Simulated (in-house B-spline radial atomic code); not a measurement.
**In²⁸⁺: excited configurations in jj coupling**

Aim: the energies of several excited configurations of In²⁸⁺ above a reference configuration, each from its own self-consistent run.

Method: Dirac-Hartree-Fock, average of configuration, Fermi nucleus, basis-set limit. Code: in-house B-spline radial atomic code version 1.

### Step 1. What is computed

```
element       : indium (Z = 49)
charge        : +28
electrons     : 21
configuration : 1s2 2s2 2p6 3s2 3p6 3d-3
Hamiltonian   : Dirac-Coulomb
nucleus       : Fermi, rms radius 4.616 fm
```

In configurations, a minus sign after the shell means j = l − 1/2 and a plus sign j = l + 1/2; the count of electrons follows.

The run's settings:

```ini
Z = 49
electrons = 21.0
configuration = 1s2 2s2 2p6 3s2 3p6 3d-3
hamiltonian = dirac
method = hf
spin_polarised = False
nucleus = fermi
rms_radius = 4.6156
mass_number = 115
atomic_mass = 114.903878772
speed_of_light = 137.035999084
```

The reference is known from an earlier run: -5366.582628 hartree in all. Up to eight levels, counted from the top:

```tsv
orbital	occupation	energy (eV)	<r> (bohr)
1s1/2	2	-29363.3	0.02971
2s1/2	2	-5529.10	0.1270
2p1/2	2	-5240.62	0.1078
2p3/2	4	-5016.71	0.1126
3s1/2	2	-1907.79	0.3242
3p1/2	2	-1797.93	0.3118
3p3/2	4	-1737.05	0.3212
3d3/2	3	-1577.90	0.2838
```

### Step 2. 1s2 2s2 2p6 3s2 3p6 3d+2 4p+1

The run's settings:

```ini
Z = 49
electrons = 21.0
configuration = 1s2 2s2 2p6 3s2 3p6 3d+2 4p+1
hamiltonian = dirac
method = hf
spin_polarised = False
nucleus = fermi
rms_radius = 4.6156
mass_number = 115
atomic_mass = 114.903878772
speed_of_light = 137.035999084
```

### Step 3. 1s2 2s2 2p6 3s2 3p-2 3p+3 3d-2 3d+1 7d-1

The settings differ from step 2 so:

```diff
@@ -2,3 +2,3 @@
 electrons = 21.0
-configuration = 1s2 2s2 2p6 3s2 3p6 3d+2 4p+1
+configuration = 1s2 2s2 2p6 3s2 3p-2 3p+3 3d-2 3d+1 7d-1
 hamiltonian = dirac
```

### Step 4. Configuration 1s2 2s2 2p6 3s2 3p-1 3p+4 3d-1 3d+2 5s1

The settings differ from step 3 so:

```diff
@@ -2,3 +2,3 @@
 electrons = 21.0
-configuration = 1s2 2s2 2p6 3s2 3p-2 3p+3 3d-2 3d+1 7d-1
+configuration = 1s2 2s2 2p6 3s2 3p-1 3p+4 3d-1 3d+2 5s1
 hamiltonian = dirac
```

### Step 5. 1s2 2s2 2p6 3s2 3p-1 3p+4 3d-3 7p+1

The settings differ from step 4 so:

```diff
@@ -2,3 +2,3 @@
 electrons = 21.0
-configuration = 1s2 2s2 2p6 3s2 3p-1 3p+4 3d-1 3d+2 5s1
+configuration = 1s2 2s2 2p6 3s2 3p-1 3p+4 3d-3 7p+1
 hamiltonian = dirac
```

### Step 6. Run with 1s2 2s2 2p6 3s2 3p-2 3p+3 3d-3 6p+1

The settings differ from step 5 so:

```diff
@@ -2,3 +2,3 @@
 electrons = 21.0
-configuration = 1s2 2s2 2p6 3s2 3p-1 3p+4 3d-3 7p+1
+configuration = 1s2 2s2 2p6 3s2 3p-2 3p+3 3d-3 6p+1
 hamiltonian = dirac
```

### Step 7. 1s2 2s2 2p6 3s2 3p6 3d+3

The settings differ from step 6 so:

```diff
@@ -2,3 +2,3 @@
 electrons = 21.0
-configuration = 1s2 2s2 2p6 3s2 3p-2 3p+3 3d-3 6p+1
+configuration = 1s2 2s2 2p6 3s2 3p6 3d+3
 hamiltonian = dirac
```

### Step 8. 1s2 2s2 2p6 3s2 3p6 3d-1 3d+2

The settings differ from step 7 so:

```diff
@@ -2,3 +2,3 @@
 electrons = 21.0
-configuration = 1s2 2s2 2p6 3s2 3p6 3d+3
+configuration = 1s2 2s2 2p6 3s2 3p6 3d-1 3d+2
 hamiltonian = dirac
```

Q: How far above the reference does each configuration lie (order and size, in eV)?

**Answer**, as computed:

| net move | configuration | energy above the reference (eV) | with Breit, QED, recoil (eV) | largest <r> (bohr) |
| --- | --- | --- | --- | --- |
| 2×3d3/2 → 2×3d5/2 | 1s2 2s2 2p6 3s2 3p6 3d-1 3d+2 | 22.433 | 21.575 | 0.324 |
| 3×3d3/2 → 3×3d5/2 | 1s2 2s2 2p6 3s2 3p6 3d+3 | 31.296 | 30.200 | 0.324 |
| 3×3d3/2 → 2×3d5/2, 4p3/2 | 1s2 2s2 2p6 3s2 3p6 3d+2 4p+1 | 718.11 | 717.05 | 0.648 |
| 2×3d3/2, 3p1/2 → 2×3d5/2, 5s | 1s2 2s2 2p6 3s2 3p-1 3p+4 3d-1 3d+2 5s1 | 1244.82 | 1242.42 | 1.05 |
| 3p3/2 → 6p3/2 | 1s2 2s2 2p6 3s2 3p-2 3p+3 3d-3 6p+1 | 1374.49 | 1373.38 | 1.61 |
| 3d3/2, 3p3/2 → 3d5/2, 7d3/2 | 1s2 2s2 2p6 3s2 3p-2 3p+3 3d-2 3d+1 7d-1 | 1500.62 | 1498.92 | 2.27 |
| 3p1/2 → 7p3/2 | 1s2 2s2 2p6 3s2 3p-1 3p+4 3d-3 7p+1 | 1535.96 | 1534.13 | 2.24 |

What this shows: The energies run from 22.433 eV (2×3d3/2 → 2×3d5/2) to 1535.96 eV (3p1/2 → 7p3/2). Two partly filled shells share a symmetry and can mix in the average, which may lower the energy, for: 3p3/2 → 6p3/2; 3d3/2, 3p3/2 → 3d5/2, 7d3/2. These are averages over configurations, without correlation, not spectroscopic levels.
